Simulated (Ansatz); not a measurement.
# C₂H₄FNOSi: how energies converge with the basis set

The task here is to estimate one member of a computed series from the others.

Method: one geometry, several basis sets; program: Ansatz 0.2.0, Gaussian basis.

Plan: PBE0-D4/def2-SVP; ωB97M-V/def2-SVP; PBE0-D4/def2-QZVPP; ωB97M-V/def2-QZVPP; the functionals' def2-TZVPP values are taken from earlier runs.

## The relaxed structure

The geometry comes from an earlier relaxation with PBE0-D4 in a triple-zeta def2 set; it is a stationary point, not always the lowest conformer.

SMILES `OC1([SiH3])N=C1F`, 10 atoms, charge 0, spin multiplicity 1.

Atoms are counted from 1 here; the program's logs count them from 0.

Bond lengths: O1–C2 1.373 Å, O1–H7 0.964 Å, C2–Si3 1.889 Å, C2–N4 1.609 Å, C2–C5 1.420 Å, Si3–H8 1.484 Å, Si3–H9 1.482 Å, Si3–H10 1.482 Å, N4–C5 1.238 Å, C5–F6 1.307 Å. Angles: C2–O1–H7 110.5°, O1–C2–Si3 111.9°, O1–C2–N4 117.1°, O1–C2–C5 121.7°, Si3–C2–N4 116.2°, Si3–C2–C5 125.1°, N4–C2–C5 47.7°, C2–Si3–H8 109.6°, C2–Si3–H9 107.2°, C2–Si3–H10 108.7°, H8–Si3–H9 110.3°, H8–Si3–H10 110.0°, H9–Si3–H10 111.0°, C2–N4–C5 58.1°, C2–C5–N4 74.2°, C2–C5–F6 147.9°, N4–C5–F6 137.7°.

As a file:

```
O     1.3486    0.1270    1.0293
C     0.3417    0.2471    0.1034
Si   -0.6744   -1.3382   -0.0405
N     0.7011    0.9895   -1.2785
C    -0.0350    1.5081   -0.4289
F    -0.6432    2.6503   -0.2442
H     1.8359    0.9554    1.1074
H    -1.3054   -1.6454    1.2670
H    -1.7134   -1.1007   -1.0704
H     0.2271   -2.4444   -0.4416
```

Set-up of the first run:

in.yaml

```yaml
crystal:
  periodic: [false, false, false]
  atoms:
    - {symbol: O, position_ang: [1.348615, 0.127029, 1.029271]}
    - {symbol: C, position_ang: [0.341689, 0.247125, 0.103359]}
    - {symbol: Si, position_ang: [-0.674383, -1.338247, -0.040535]}
    - {symbol: N, position_ang: [0.701137, 0.989450, -1.278450]}
    - {symbol: C, position_ang: [-0.035021, 1.508053, -0.428873]}
    - {symbol: F, position_ang: [-0.643248, 2.650338, -0.244162]}
    - {symbol: H, position_ang: [1.835930, 0.955387, 1.107433]}
    - {symbol: H, position_ang: [-1.305406, -1.645365, 1.266975]}
    - {symbol: H, position_ang: [-1.713403, -1.100655, -1.070435]}
    - {symbol: H, position_ang: [0.227087, -2.444416, -0.441581]}
basis:
  gaussian: {orbitals: def2-SVP}
hamiltonian: {xc: pbe0, dispersion: d4}
output: {orbitals: {seedname: orbitals}}
```

Run with:

```
$ ansatz run in.yaml --threads 4 --pin off --events-out ev --progress --plain --max-ram 10444MiB
```

Steps of the session up to this table: PBE0-D4 in def2-SVP; ωB97M-V in def2-SVP; PBE0-D4 in def2-QZVPP; ωB97M-V in def2-QZVPP.

One table of the session follows, with a row left open; its other results are not shown here.

It belongs to the step «Functionals by basis». 

```
functional       basis  HOMO (eV)  LUMO (eV)
   PBE0-D4    def2-SVP      -7.76      -0.34
   PBE0-D4  def2-TZVPP      -7.92      -0.56
   PBE0-D4  def2-QZVPP      -7.97      -0.64
   ωB97M-V    def2-SVP          ?          ?
   ωB97M-V  def2-TZVPP     -10.20       1.56
   ωB97M-V  def2-QZVPP     -10.25       1.25
```

**Question.** Estimate the row for ωB97M-V, def2-SVP.

The run gave: HOMO (eV): -10.01; LUMO (eV): 1.96. In the column «HOMO (eV)» it lies between ωB97M-V, def2-TZVPP (-10.20) and PBE0-D4, def2-QZVPP (-7.97).
